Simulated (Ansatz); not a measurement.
# SrMg₃, space group Pm-3m: cell relaxations under several functionals

Computed with Ansatz 0.2.0 through its Python package.

At the Python prompt:
```pycon
>>> import ansatz as az
>>> import numpy as np
>>> from pymatgen.core import Lattice, Structure
>>> from pymatgen.io.ase import AseAtomsAdaptor
>>> def edges_and_angles(cell):
...     cell = np.asarray(cell)
...     a, b, c = np.linalg.norm(cell, axis=1)
...     cosines = cell[1] @ cell[2] / (b * c), cell[0] @ cell[2] / (a * c), cell[0] @ cell[1] / (a * b)
...     return (a, b, c, *np.degrees(np.arccos(cosines)))
...
>>> pmg_structure = Structure(
...     Lattice([(4.942526, 0.0, 0.0), (0.0, 4.942526, 0.0), (0.0, 0.0, 4.942526)]),
...     ["Sr", "Mg", "Mg", "Mg"],
...     [
...         (0.0, 0.0, 0.0),
...         (0.5, 0.5, 0.0),
...         (0.5, 0.0, 0.5),
...         (0.0, 0.5, 0.5),
...     ],
... )
>>> xtal = az.Crystal.from_ase(AseAtomsAdaptor.get_atoms(pmg_structure))
>>> calculation = xtal.calculation()
>>> calculation = calculation.kpoints(5).occupations("Fermi-Dirac", width=0.15)
>>> calculation = calculation.basis(650)
>>> calculation = calculation.relax(cell=True, force_tolerance=0.05, max_steps=40)
>>> levels = [("blyp", "d3bj"), ("pbesol", "none"), ("pbesol", "d3bj")]
>>> print("level            a       b       c    alpha   beta  gamma  V/atom  steps")
level            a       b       c    alpha   beta  gamma  V/atom  steps
>>> for name, dispersion in levels:
...     seen = []
...     run = calculation.functional(name, dispersion=dispersion).session().plan()
...     out = run.execute(on_event=lambda e: seen.append(e) if e["event"] == "relax_step" else None)
...     cell = out.lattice.cell_ang
...     label = name if dispersion == "none" else f"{name}+{dispersion}"
...     print("{:13s} {:7.4f} {:7.4f} {:7.4f} {:6.2f} {:6.2f} {:6.2f}".format(label, *edges_and_angles(cell)), f"{abs(np.linalg.det(cell)) / len(out.lattice.sites):7.3f} {len(seen):5d}")
...
blyp+d3bj      4.7985  4.7985  4.7985  90.00  90.00  90.00  27.623     5
pbesol         4.8939  4.8939  4.8939  90.00  90.00  90.00  29.302     4
pbesol+d3bj    4.8053  4.8053  4.8053  90.00  90.00  90.00  27.739     5
```

From smallest to largest: BLYP+D3BJ (27.62 Å³ an atom, -8.5 % against the start), PBEsol+D3BJ (27.74 Å³ an atom, -8.1 % against the start) and PBEsol (29.30 Å³ an atom, -2.9 % against the start). The spread is 6.1 % in volume.

What to keep in mind:
- Forces vanish by symmetry, so the ions can't move, and the end may be a saddle.
- BLYP and dispersion corrections can be off by several per cent in the lattices of metals, and by several GPa in the pressure at a fixed cell.
- For a metal this k-point mesh is coarse: on a finer one energies can move by several to tens of meV an atom and pressures by half a GPa or more, differences at one mesh by less.
- This cell is a computed structure, which may not be the phase found in nature.
- It ran for 37 s on 1 thread of Arm Neoverse V1, with other jobs on the host, peak memory 0.55 GiB.
